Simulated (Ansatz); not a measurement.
This script makes relaxations under a series of pressures of YbRh, space group Pm-3m with Ansatz 0.2.0, Python API.

Script `compress.py`:
```python
import ansatz as az
import numpy as np
import pandas as pd

def edges_and_angles(cell):
    cell = np.asarray(cell)
    a, b, c = np.linalg.norm(cell, axis=1)
    cosines = cell[1] @ cell[2] / (b * c), cell[0] @ cell[2] / (a * c), cell[0] @ cell[1] / (a * b)
    return (a, b, c, *np.degrees(np.arccos(cosines)))

ybrh = (
    az.Lattice.from_parameters(3.320754, 3.320754, 3.320754, alpha=90.0, beta=90.0, gamma=90.0)
    .atom('Yb', (0.5, 0.5, 0.5))
    .atom('Rh', (0.0, 0.0, 0.0))
)

job = (
    ybrh.calculation()
    .kpoints(8, 8, 8)
    .occupations(az.OccupationsMethod.FERMI_DIRAC)
    .functional('lda')
    .basis(550)
)

rows = []
for pressure in [-2, 0, 2, 5, 10]:
    outcome = job.relax(cell=True, pressure=pressure, force_tolerance=0.03).run(threads=1, backend='cpu')
    cell = outcome.lattice.cell_ang
    n_atoms = len(outcome.lattice.sites)
    volume = abs(np.linalg.det(cell)) / n_atoms
    enthalpy = outcome.report['free_energy_ev'] / n_atoms + pressure * volume / 160.21766
    rows.append((pressure, volume, enthalpy, *edges_and_angles(cell)))
    print(f'{pressure} GPa done: {volume:.4f} A^3/atom')

table = pd.DataFrame(rows, columns=['P_GPa', 'V_A3_atom', 'H_eV_atom', 'a', 'b', 'c', 'alpha', 'beta', 'gamma'])
print(table.round(4).to_string(index=False))
p, v = np.array([row[0] for row in rows], float), np.array([row[1] for row in rows])
print('mean bulk modulus between rows (GPa):', np.round(-np.diff(p) / np.diff(np.log(v)), 1))
```

Its results, one of them left out:

| P (GPa) | relaxed V (Å³/atom) |
| --- | --- |
| -2 | 18.093 |
| 0 | 17.777 |
| 2 | 17.499 |
| 5 | ? |
| 10 | 16.578 |

What volume does the cell relax to at 5 GPa?

Murnaghan's form V = V0 (1 + B' P / B0)^(-1/B') through the 4 rows shown gives V0 = 17.780 Å³, B0 = 119.7 GPa and B' = 4.94, and so 17.117 Å³ an atom at 5 GPa. The run gave 17.121 Å³, 0.02 % away.

What to keep in mind:
- Semilocal functionals put the nearly full 4f shell of Yb too close to the Fermi level.
- At a fixed pressure a relaxation lowers the enthalpy F + PV, while F alone can rise.
- The mesh is modest for a metal, so energies can be off by several to tens of meV an atom and pressures by half a GPa or more; differences at equal mesh fare better.
- This cell is a computed structure, which may not be the phase found in nature.
- Symmetry holds the cell in this phase, whether or not it is the stable one at each pressure.
- Run time: 52 s on 1 thread of AMD EPYC 7R43 64-Core Processor (Zen 3), on a shared host, peak memory 0.51 GiB.
